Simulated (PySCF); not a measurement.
**[TaOF4]−: forces at shaken geometries**

Aim: move all atoms of relaxed [TaOF4]− at random and read energies and forces. It is a constructed species; whether it can be made isn't addressed.

The runs use PySCF 2.14.0; TPSS, Ta def2-SVP with ECP60, O def2-SVP, F def2-SVP; scalar-relativistic core potentials, no spin–orbit coupling.

2 further runs of the same task are left out: 1 for a known fault of the program, 1 set aside as unsound or not needed.

## 1. Starting geometry

6 atoms, charge -1, spin multiplicity 1.

Bond lengths: Ta1–O2 1.761 Å, Ta1–F3 1.945 Å, Ta1–F4 1.945 Å, Ta1–F5 1.945 Å, Ta1–F6 1.945 Å. Angles: O2–Ta1–F3 106.3°, O2–Ta1–F4 106.3°, O2–Ta1–F5 106.3°, O2–Ta1–F6 106.3°, F3–Ta1–F4 85.5°, F3–Ta1–F5 147.3°, F3–Ta1–F6 85.5°, F4–Ta1–F5 85.5°, F4–Ta1–F6 147.3°, F5–Ta1–F6 85.5°.

Geometry (Å):

```xyz
6
F4OTa
Ta    0.0000    0.0000    0.0814
O     0.0000    0.0000    1.8425
F     1.8660    0.0000   -0.4657
F     0.0000    1.8660   -0.4657
F    -1.8660    0.0000   -0.4657
F     0.0000   -1.8660   -0.4657
```

Formal oxidation states: Ta +5. An earlier session relaxed this geometry at TPSS, Ta def2-SVP with ECP60, O def2-SVP, F def2-SVP (singlet, point group C4v).

Its energy there is -531.729973 Eh.

## 2. Atoms moved at random, σ = 0.03 Å

The input, run.py (the lines that set the calculation):

```python
mol = gto.M(atom='''
Ta    -0.00707    -0.00520     0.06712
O     -0.02654     0.00806     1.83142
F      1.85169    -0.02284    -0.45121
F      0.02503     1.87865    -0.49823
F     -1.85621     0.00320    -0.45134
F      0.01309    -1.86187    -0.43686''',
    basis={'Ta': 'def2-SVP', 'O': 'def2-SVP', 'F': 'def2-SVP'},
    ecp={'Ta': 'def2-SVP'},
    charge=-1, spin=0)
mf = dft.RKS(mol, xc='TPSS')
mf.grids.atom_grid = (50, 194)
mf = mf.density_fit()  # fitting sets: Ta def2-universal-JKFIT, O def2-universal-JKFIT, F def2-universal-JKFIT
mf.conv_tol = 1e-08; mf.max_cycle = 55
mf.kernel(dm0)  # dm0: the density of the relaxed state
```

Started as:

```console
OMP_NUM_THREADS=2 python run.py
```

The log of the run:

```text
init E= -531.736956875205
  HOMO = -0.0889318617338908  LUMO = 0.121841894875789  gap/eV = 5.73545
cycle= 1 E= -531.728678771769  delta_E= 0.00828  |g|= 0.0417  |ddm|= 0.115
  HOMO = -0.0872015383736991  LUMO = 0.11910683954201  gap/eV = 5.61394
cycle= 2 E= -531.726948239569  delta_E= 0.00173  |g|= 0.106  |ddm|= 0.109
  HOMO = -0.0911460242434034  LUMO = 0.120220187521646  gap/eV = 5.75157
cycle= 3 E= -531.728999865588  delta_E= -0.00205  |g|= 0.0175  |ddm|= 0.0738
  HOMO = -0.0896628460011683  LUMO = 0.119508379633523  gap/eV = 5.69184
cycle= 4 E= -531.729038014228  delta_E= -3.81e-05  |g|= 0.0111  |ddm|= 0.019
  HOMO = -0.090306044122956  LUMO = 0.119743757628022  gap/eV = 5.71575
cycle= 5 E= -531.729063166873  delta_E= -2.52e-05  |g|= 0.00116  |ddm|= 0.0077
  HOMO = -0.0902714172693891  LUMO = 0.119793756175874  gap/eV = 5.71616
cycle= 6 E= -531.729063361917  delta_E= -1.95e-07  |g|= 0.000605  |ddm|= 0.00103
  HOMO = -0.0902868006078631  LUMO = 0.119779829910652  gap/eV = 5.71620
cycle= 7 E= -531.72906342983  delta_E= -6.79e-08  |g|= 2.82e-05  |ddm|= 0.000421
  HOMO = -0.0902859412870394  LUMO = 0.119780966347118  gap/eV = 5.71621
cycle= 8 E= -531.729063429957  delta_E= -1.27e-10  |g|= 6.37e-06  |ddm|= 2.18e-05
  HOMO = -0.0902852685499049  LUMO = 0.119781499441878  gap/eV = 5.71621
Extra cycle  E= -531.729063429924  delta_E= 3.34e-11  |g|= 1.5e-05  |ddm|= 1.49e-05
converged SCF energy = -531.729063429924
```

It took 4.7 s on 2 threads of AMD EPYC 7B13 (Zen 3), shared host.

Result: E = -531.729063 Eh (+0.025 eV from the relaxed state), HOMO -2.46 eV, LUMO 3.26 eV, Mulliken charge on Ta1 +1.03 e, largest force component 0.854 eV/Å. 

```csv
atom,Fx,Fy,Fz (eV/Å)
Ta1,0.258,0.854,0.614
O2,0.040,0.002,-0.143
F3,0.399,0.035,-0.133
F4,-0.060,-0.407,0.073
F5,-0.551,-0.015,-0.245
F6,-0.085,-0.469,-0.166
```

## 3. Atoms moved at random, σ = 0.15 Å

The input, run.py (the lines that set the calculation):

```python
mol = gto.M(atom='''
Ta    -0.08696    -0.03730     0.08055
O      0.15945     0.14682     1.93296
F      1.60586    -0.03033    -0.38648
F      0.10667     1.85700    -0.46363
F     -1.90034    -0.12079    -0.77547
F      0.11532    -1.81540    -0.32701''',
    basis={'Ta': 'def2-SVP', 'O': 'def2-SVP', 'F': 'def2-SVP'},
    ecp={'Ta': 'def2-SVP'},
    charge=-1, spin=0)
mf = dft.RKS(mol, xc='TPSS')
mf.grids.atom_grid = (50, 194)
mf = mf.density_fit()  # fitting sets: Ta def2-universal-JKFIT, O def2-universal-JKFIT, F def2-universal-JKFIT
mf.conv_tol = 1e-08; mf.max_cycle = 55
mf.kernel(dm0)  # dm0: the density of the relaxed state
```

Started as:

```console
OMP_NUM_THREADS=2 python run.py
```

The log of the run:

```text
init E= -531.668515913606
  HOMO = -0.134246983246586  LUMO = 0.0805646151208938  gap/eV = 5.84532
cycle= 1 E= -531.625402377512  delta_E= 0.0431  |g|= 0.507  |ddm|= 0.987
  HOMO = 0.045250534469573  LUMO = 0.123501283524072  gap/eV = 2.12931
cycle= 2 E= -530.508431950673  delta_E= 1.12  |g|= 2.38  |ddm|= 1.91
  HOMO = -0.0517336250429969  LUMO = 0.151420950541407  gap/eV = 5.52812
cycle= 3 E= -531.638778889686  delta_E= -1.13  |g|= 0.462  |ddm|= 1.65
  HOMO = -0.0468756427611772  LUMO = 0.126031466462731  gap/eV = 4.70504
cycle= 4 E= -531.67789556335  delta_E= -0.0391  |g|= 0.159  |ddm|= 0.419
  HOMO = -0.0586425464151314  LUMO = 0.120356042261392  gap/eV = 4.87080
cycle= 5 E= -531.682397088674  delta_E= -0.0045  |g|= 0.0413  |ddm|= 0.0903
  HOMO = -0.057588020743366  LUMO = 0.123967655502732  gap/eV = 4.94038
cycle= 6 E= -531.682728007744  delta_E= -0.000331  |g|= 0.0168  |ddm|= 0.0329
  HOMO = -0.0580553076768063  LUMO = 0.124125413458662  gap/eV = 4.95739
cycle= 7 E= -531.682780727397  delta_E= -5.27e-05  |g|= 0.00495  |ddm|= 0.0109
  HOMO = -0.0585978697630884  LUMO = 0.124068860512798  gap/eV = 4.97061
cycle= 8 E= -531.682786062625  delta_E= -5.34e-06  |g|= 0.000736  |ddm|= 0.00427
  HOMO = -0.0585656484290318  LUMO = 0.124084845445952  gap/eV = 4.97017
cycle= 9 E= -531.682786142654  delta_E= -8e-08  |g|= 0.000392  |ddm|= 0.000616
  HOMO = -0.058544374413162  LUMO = 0.124092861749221  gap/eV = 4.96981
cycle= 10 E= -531.682786171562  delta_E= -2.89e-08  |g|= 9.8e-05  |ddm|= 0.000287
  HOMO = -0.0585421065456715  LUMO = 0.12408608263914  gap/eV = 4.96957
cycle= 11 E= -531.682786173831  delta_E= -2.27e-09  |g|= 1.2e-05  |ddm|= 8.83e-05
  HOMO = -0.058541662571137  LUMO = 0.124085838099679  gap/eV = 4.96955
Extra cycle  E= -531.682786173719  delta_E= 1.12e-10  |g|= 2.76e-05  |ddm|= 2.6e-05
converged SCF energy = -531.682786173719
```

Wall time 6.1 s (2 threads of AMD EPYC 7B13 (Zen 3), shared host).

It gives: E = -531.682786 Eh (+1.284 eV from the relaxed state), HOMO -1.59 eV, LUMO 3.38 eV, Mulliken charge on Ta1 +0.99 e, largest force component 6.332 eV/Å. 

```csv
atom,Fx,Fy,Fz (eV/Å)
Ta1,-4.790,4.397,5.491
O2,-1.257,-0.716,-3.468
F3,6.332,0.104,-1.968
F4,-0.700,-0.460,-0.078
F5,0.723,0.143,0.601
F6,-0.307,-3.467,-0.579
```

## 4. Atoms moved at random, σ = 0.03 Å

The input, run.py (the lines that set the calculation):

```python
mol = gto.M(atom='''
Ta    -0.01797    -0.00591     0.09112
O     -0.00493    -0.00543     1.82798
F      1.86384     0.02370    -0.47690
F      0.04942     1.88874    -0.43700
F     -1.87510    -0.07771    -0.44719
F     -0.01528    -1.82339    -0.49711''',
    basis={'Ta': 'def2-SVP', 'O': 'def2-SVP', 'F': 'def2-SVP'},
    ecp={'Ta': 'def2-SVP'},
    charge=-1, spin=0)
mf = dft.RKS(mol, xc='TPSS')
mf.grids.atom_grid = (50, 194)
mf = mf.density_fit()  # fitting sets: Ta def2-universal-JKFIT, O def2-universal-JKFIT, F def2-universal-JKFIT
mf.conv_tol = 1e-08; mf.max_cycle = 55
mf.kernel(dm0)  # dm0: the density of the relaxed state
```

Started as:

```console
OMP_NUM_THREADS=2 python run.py
```

The log of the run:

```text
init E= -531.734737862335
  HOMO = -0.0925231065941831  LUMO = 0.117394538866304  gap/eV = 5.71215
cycle= 1 E= -531.726344003318  delta_E= 0.00839  |g|= 0.068  |ddm|= 0.171
  HOMO = -0.106403611854504  LUMO = 0.119477964998957  gap/eV = 6.14655
cycle= 2 E= -531.7192332415  delta_E= 0.00711  |g|= 0.202  |ddm|= 0.196
  HOMO = -0.0964075733875336  LUMO = 0.115958911297842  gap/eV = 5.77879
cycle= 3 E= -531.72713559763  delta_E= -0.0079  |g|= 0.0343  |ddm|= 0.146
  HOMO = -0.0983779987258037  LUMO = 0.1169072452129  gap/eV = 5.85821
cycle= 4 E= -531.727337176059  delta_E= -0.000202  |g|= 0.0126  |ddm|= 0.0307
  HOMO = -0.0977429507726779  LUMO = 0.116543475770751  gap/eV = 5.83103
cycle= 5 E= -531.727368368132  delta_E= -3.12e-05  |g|= 0.00155  |ddm|= 0.00911
  HOMO = -0.0976790446631181  LUMO = 0.116592905612151  gap/eV = 5.83064
cycle= 6 E= -531.727368738774  delta_E= -3.71e-07  |g|= 0.000756  |ddm|= 0.00137
  HOMO = -0.0976822091238242  LUMO = 0.116576322434518  gap/eV = 5.83027
cycle= 7 E= -531.72736884104  delta_E= -1.02e-07  |g|= 6.08e-05  |ddm|= 0.00053
  HOMO = -0.0976804463897311  LUMO = 0.116580455685657  gap/eV = 5.83034
cycle= 8 E= -531.727368841679  delta_E= -6.38e-10  |g|= 1.21e-05  |ddm|= 4.32e-05
  HOMO = -0.097682862226899  LUMO = 0.116579763131003  gap/eV = 5.83038
Extra cycle  E= -531.727368841501  delta_E= 1.77e-10  |g|= 3.25e-05  |ddm|= 3.2e-05
converged SCF energy = -531.727368841501
```

Run time: 5 s. Hardware: 2 threads of AMD EPYC 7B13 (Zen 3), shared host.

It gives: E = -531.727369 Eh (+0.071 eV from the relaxed state), HOMO -2.66 eV, LUMO 3.17 eV, Mulliken charge on Ta1 +1.02 e, largest force component 1.306 eV/Å. 

```csv
atom,Fx,Fy,Fz (eV/Å)
Ta1,0.816,1.306,-1.283
O2,-0.027,-0.122,1.224
F3,-0.350,-0.162,0.146
F4,-0.331,-0.449,0.091
F5,-0.268,0.325,-0.025
F6,0.161,-0.898,-0.153
```

## 5. Results

| σ (Å) | energy rise (eV) | harmonic estimate −½ F·u (eV) | largest force component (eV/Å) |
| --- | --- | --- | --- |
| 0.03 | 0.025 | 0.024 | 0.85 |
| 0.15 | 1.284 | 1.384 | 6.33 |
| 0.03 | 0.071 | 0.070 | 1.31 |

Every displacement raises the energy. For a harmonic well the rise equals −½ F·u; the two differ by at most 8 % here (a move with σ = 0.15 Å), from anharmonicity, the grid and the small forces left at the relaxed point. The bases are small and lack diffuse functions. Spin–orbit coupling is left out.
